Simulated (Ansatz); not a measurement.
# H5MgNOSi: up Jacob's ladder to CCSD(T)

One table from this session's results is given with a row withheld; the runs are named, their logs left out.

Program: Ansatz 0.2.0, Gaussian basis. Level of theory: functionals in def2-TZVPP, the program's frozen cores in correlated methods. These are calculated values, not measurements.

The runs, in order: LDA (SPW92), PBE-D4, revPBE-D4, BLYP-D4, r2SCAN-D4, B97M-V, PBE0-D4, B3LYP-D4, r2SCANh-D4, r2SCAN0-D4, HSE06-D4, BHLYP-D4, CAM-B3LYP-D4, LC-ωPBE, ωB97X-V, ωB97M-V, B2PLYP, PBE-QIDH; CCSD(T)/def2-SVP; CCSD(T)/def2-TZVPP; MP2/def2-QZVPP; extrapolation to the limit; RPA on PBE.

## The relaxed structure

All runs share one geometry, relaxed beforehand with PBE0-D4 in a triple-zeta def2 set.

SMILES `[NH2][Mg][O][SiH3]`, 9 atoms, charge 0, spin multiplicity 1.

Atoms are counted from 1 here; the program's logs count them from 0.

Bond lengths: N1–Mg2 1.877 Å, N1–H5 1.009 Å, N1–H6 1.009 Å, Mg2–O3 1.794 Å, O3–Si4 1.610 Å, Si4–H7 1.493 Å, Si4–H8 1.493 Å, Si4–H9 1.493 Å. Angles: Mg2–N1–H5 126.4°, Mg2–N1–H6 126.4°, H5–N1–H6 107.3°, N1–Mg2–O3 180.0°, Mg2–O3–Si4 179.7°, O3–Si4–H7 111.5°, O3–Si4–H8 111.5°, O3–Si4–H9 111.5°, H7–Si4–H8 107.4°, H7–Si4–H9 107.4°, H8–Si4–H9 107.4°.

The first run:

in.yaml reads:

```yaml
crystal:
  periodic: [false, false, false]
  atoms:
    - {symbol: N, position_ang: [-0.348183, 2.587730, -1.494046]}
    - {symbol: Mg, position_ang: [-0.122041, 0.972965, -0.565074]}
    - {symbol: O, position_ang: [0.093427, -0.570907, 0.323164]}
    - {symbol: Si, position_ang: [0.279182, -1.956683, 1.121175]}
    - {symbol: H, position_ang: [-0.371268, 3.511675, -1.090334]}
    - {symbol: H, position_ang: [-0.469205, 2.692854, -2.489783]}
    - {symbol: H, position_ang: [-0.400366, -3.086946, 0.420573]}
    - {symbol: H, position_ang: [1.720931, -2.320403, 1.259292]}
    - {symbol: H, position_ang: [-0.293977, -1.876485, 2.497834]}
basis:
  gaussian: {orbitals: def2-TZVPP}
hamiltonian: {xc: lda}
output: {orbitals: {seedname: orbitals}}
```

Among the steps run: LDA; PBE-D4 (GGA); revPBE-D4 (GGA); BLYP-D4 (GGA); r2SCAN-D4 (meta-GGA); B97M-V (meta-GGA); PBE0-D4 (hybrid); B3LYP-D4 (hybrid); r2SCANh-D4 (hybrid); r2SCAN0-D4 (hybrid); HSE06-D4 (hybrid); BHLYP-D4 (hybrid); CAM-B3LYP-D4 (range-separated); LC-ωPBE-D4 (range-separated; the results give it without D4); ωB97X-V (range-separated); ωB97M-V (range-separated); B2PLYP (double hybrid); PBE-QIDH (double hybrid).

One table of the session follows, with a row left open; its other results are not shown here.

It belongs to the step «Frontier levels by functional». 

| functional | HOMO (eV) | LUMO (eV) | gap (eV) |
| --- | --- | --- | --- |
| LDA (SPW92) | -5.43 | -2.11 | 3.31 |
| PBE-D4 | -5.23 | -1.94 | 3.30 |
| revPBE-D4 | -5.16 | -1.82 | 3.34 |
| BLYP-D4 | ? | ? | ? |
| r2SCAN-D4 | -5.47 | -1.44 | 4.03 |
| B97M-V | -5.50 | -1.92 | 3.58 |
| PBE0-D4 | -6.57 | -1.20 | 5.37 |
| B3LYP-D4 | -6.35 | -1.50 | 4.85 |
| r2SCANh-D4 | -5.97 | -1.22 | 4.76 |
| r2SCAN0-D4 | -6.75 | -0.90 | 5.84 |
| HSE06-D4 | -6.16 | -1.55 | 4.61 |
| BHLYP-D4 | -7.85 | -0.65 | 7.19 |
| CAM-B3LYP-D4 | -8.04 | -0.49 | 7.55 |
| LC-ωPBE | -9.46 | 0.66 | 10.12 |
| ωB97X-V | -9.06 | 0.46 | 9.53 |
| ωB97M-V | -8.99 | 0.04 | 9.03 |

Q: Estimate the row for BLYP-D4 from the others.

Worked estimate for «HOMO (eV)». Against the share of exact exchange, B3LYP-D4 (0.2, -6.35), BHLYP-D4 (0.5, -7.85) give a slope of -5.00 per unit share; at 0 the line stands at -5.35.

The run gave: HOMO (eV): -5.12; LUMO (eV): -1.93; gap (eV): 3.19. In «HOMO (eV)» the line misses by -0.23.
